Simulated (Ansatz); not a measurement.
# Ti: the cost of one run

Computed with Ansatz 0.2.0 (DFT PBEsol, scalar-relativistic, plane waves, PAW, unless a step's input says otherwise).

**1. Starting point**

The structure is cubic, space group Im-3m (No. 229). The conventional cell has a = 3.282 Å, b = 3.282 Å, c = 3.282 Å, α = 90.00°, β = 90.00°, γ = 90.00°. Ti (site symmetry m-3m) is surrounded by 8 Ti at 2.84 Å.

Structure file:

```
Ti
1.0
    -1.64100    1.64100    1.64100
     1.64100   -1.64100    1.64100
     1.64100    1.64100   -1.64100
Ti
1
Cartesian
  0.0000 0.0000 0.0000
```

The cell is taken as given, not relaxed at this level.

**2. The reference cell**

Reference values: F = -2473.7800 eV; pressure -6.65 GPa; largest force 0.000 eV/Å; gap on the mesh none (metal). It was computed beforehand with the settings of the runs below.

**3. The scan: a strain scan**

The cell is strained by ε times the Voigt pattern (1, 1, 0, 0, 0, 0) (xx, yy, zz, yz, xz, xy; engineering shear), with fractional coordinates fixed (clamped ions). The stress on the pattern is the sum of the stress components weighted by it, tension positive.

**4. Point ε = -0.0600**

Contents of input.yaml:

```yaml
crystal:
  lattice:
    - [-1.54254, 1.54254, 1.641]
    - [1.54254, -1.54254, 1.641]
    - [1.54254, 1.54254, -1.641]
  atoms:
    - { symbol: Ti, position: [0.0, 0.0, 0.0] }
basis:
  ecutwfc: 420
kpoints:
  mp_grid: { grid: [20, 20, 20] }
hamiltonian:
  xc: pbesol
scf:
  occupations: { method: gaussian, width: 0.15 }
output:
  forces: true
  stress: true
  eigenvalues: true
```

Command:

```sh
ansatz run input.yaml --threads 1 --pin off --max-ram 2560MiB --backend cpu --events-out ev --progress --plain --runs-dir out
```

**Question.** How long does this run take on 1 thread of AMD EPYC 9R45 (Zen 5), shared host, and how much memory does it need?

About 1.9 s, with a peak of 0.44 GiB.
